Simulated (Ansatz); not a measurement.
**Ni3Ge (Pm-3m): fixed-spin-moment curve, by script**

A script is to give a fixed-spin-moment curve; the system is Ni3Ge (Pm-3m).

All numbers are computed with Ansatz 0.2.0, driven from Python. Level of theory: DFT LDA, plane waves, PAW.

## (1) The system

It takes space group Pm-3m (No. 221, cubic). The conventional cell has a = 3.530 Å, b = 3.530 Å, c = 3.530 Å, α = 90.00°, β = 90.00°, γ = 90.00°. Ni (site symmetry 4/mmm) has 8 Ni at 2.50 Å and 4 Ge at 2.50 Å as nearest neighbours. Ge (site symmetry m-3m) is surrounded by 12 Ni at 2.50 Å.

The script holds or builds the structure itself.

## (2) Script

The input, fsm.py:

```python
import ansatz as az

xtal = (
    az.Lattice.of((3.530334, 0.0, 0.0), (0.0, 3.530334, 0.0), (0.0, 0.0, 3.530334))
    .atom('Ni', (0.5, 0.0, 0.5))
    .atom('Ni', (0.0, 0.5, 0.5))
    .atom('Ni', (0.5, 0.5, 0.0))
    .atom('Ge', (0.0, 0.0, 0.0))
)

setup = (
    xtal.calculation()
    .occupations(az.OccupationsMethod.FERMI_DIRAC, width=0.1)
    .kpoints(mesh=(6, 6, 6))
    .pseudopotentials('paw')
    .functional('lda')
    .basis(34 * az.Ry)
)
rows = []
for total in [0.0, 1.1, 2.2, 3.2, 4.3, 5.4]:
    r = setup.spin('collinear', total=total, lock='hard').run(threads=1, pin='off').report
    up, down = r['spin_fermi_energies_ev']
    rows.append((total, r['free_energy_ev'], up - down, r['absolute_magnetization_mub']))
reference = rows[0][1]
rows = [(m, 1000 * (e - reference), split, size) for m, e, split, size in rows]
for row in rows:
    print('; '.join(f'{name} = {round(v, 4) if isinstance(v, float) else v}' for name, v in zip(['total muB', 'F - F(0) meV', 'EF up - down eV', 'absolute muB'], row)))
best = min(rows, key=lambda row: row[1])
print(f'lowest at {best[0]} muB per cell, {best[1]:.1f} meV against the first point')
```

## (3) The input behind the calls

The engine receives this input (first run):

```yaml
crystal:
  lattice:
    - [3.530334, 0.0, 0.0]
    - [0.0, 3.530334, 0.0]
    - [0.0, 0.0, 3.530334]
  atoms:
    - { symbol: Ni, position: [0.5, 0.0, 0.5] }
    - { symbol: Ni, position: [0.0, 0.5, 0.5] }
    - { symbol: Ni, position: [0.5, 0.5, 0.0] }
    - { symbol: Ge, position: [0.0, 0.0, 0.0] }
basis:
  ecutwfc: 462.593566181796
kpoints:
  mp_grid:
    grid: [6, 6, 6]
hamiltonian:
  xc: lda
  pseudopotentials:
    kind: paw
magnetization:
  spin_polarized: true
  initial_magnetization: 0.0
  spin_locking:
    lock_magnetization: hard
scf:
  occupations:
    method: fermi_dirac
    width: 0.1
```

## (4) Running it

On the command line:

```bash
$ python fsm.py
```

The log of the run:

```text
RunWarning: this spin-polarised run has no starting moment large enough to seed its density, and nothing else in its deck makes the two spin channels differ, so an SCF from that start keeps the magnetisation at zero until it first converges, unless a state found ahead of a linear-response series gives it moments (lr_reference_state). Behind a single point's SCF or a chain's scf step, and behind the single point that a walk or a batch makes first, from which its own SCFs then go on, or that a relaxation makes of its relaxed geometry, scf.lower_state_search: standard or full (behind the one that displaced cells, or strained cells with clamped ions and elastic.basis: reselect, set out from, [...]
total muB = 0.0; F - F(0) meV = 0.0; EF up - down eV = 0.0; absolute muB = 0.0
total muB = 1.1; F - F(0) meV = 181.8703; EF up - down eV = 0.5728; absolute muB = 1.143
total muB = 2.2; F - F(0) meV = 666.091; EF up - down eV = 1.2236; absolute muB = 2.2093
total muB = 3.2; F - F(0) meV = 1418.7189; EF up - down eV = 1.8939; absolute muB = 3.2004
total muB = 4.3; F - F(0) meV = 2848.7323; EF up - down eV = 3.134; absolute muB = 4.3005
total muB = 5.4; F - F(0) meV = 5037.0353; EF up - down eV = 4.8758; absolute muB = 5.4006
lowest at 0.0 muB per cell, 0.0 meV against the first point
```

(Warnings from the package without file and line, shortened.)

Run time: 58 s. Hardware: 1 thread of Arm Neoverse V1, shared host; peak memory 0.47 GiB.

## (5) What changed from run to run

The engine's inputs for some of the other runs:

Run 3, against run 1:

```diff
@@ -22 +22 @@
-  initial_magnetization: 0.0
+  initial_magnetization: 2.2
```

Run 4, against run 1:

```diff
@@ -22 +22 @@
-  initial_magnetization: 0.0
+  initial_magnetization: 3.2
```

Run 6, against run 1:

```diff
@@ -22 +22 @@
-  initial_magnetization: 0.0
+  initial_magnetization: 5.4
```

## (6) The engine's runs

From the records of these 6 runs:

```csv
run,total moment held (μB),energy from run 1 (meV/atom),moment (μB/cell),SCF cycles,CPU time (s)
1,0.0,0.00,0.00,10,13
2,1.1,45.47,1.10,13,8.7
3,2.2,166.52,2.20,12,8.7
4,3.2,354.68,3.20,11,8.2
5,4.3,712.18,4.30,12,9
6,5.4,1259.26,5.40,12,8.8
```

Energies are free energies F = E - TS of the smeared occupations. 

## (7) Summary of results

```
                            quantity             value
                       runs compared                 6
                     range of energy  1259.26 meV/atom
lowest point, total moment held (μB)               0.0
```

**Reading.** The lowest point lies at 0 μB a cell, the first of the scan; at 5.4 μB the energy is 5037 meV above the lowest. The mesh is modest for a metal, so energies can be off by several to tens of meV an atom and pressures by half a GPa or more; differences at equal mesh fare better. This cell is a computed structure, which may not be the phase found in nature. Only points where the Fermi levels of the two spins meet (minima, maxima and zero moment) are free solutions; a shallow minimum can lie between the points.
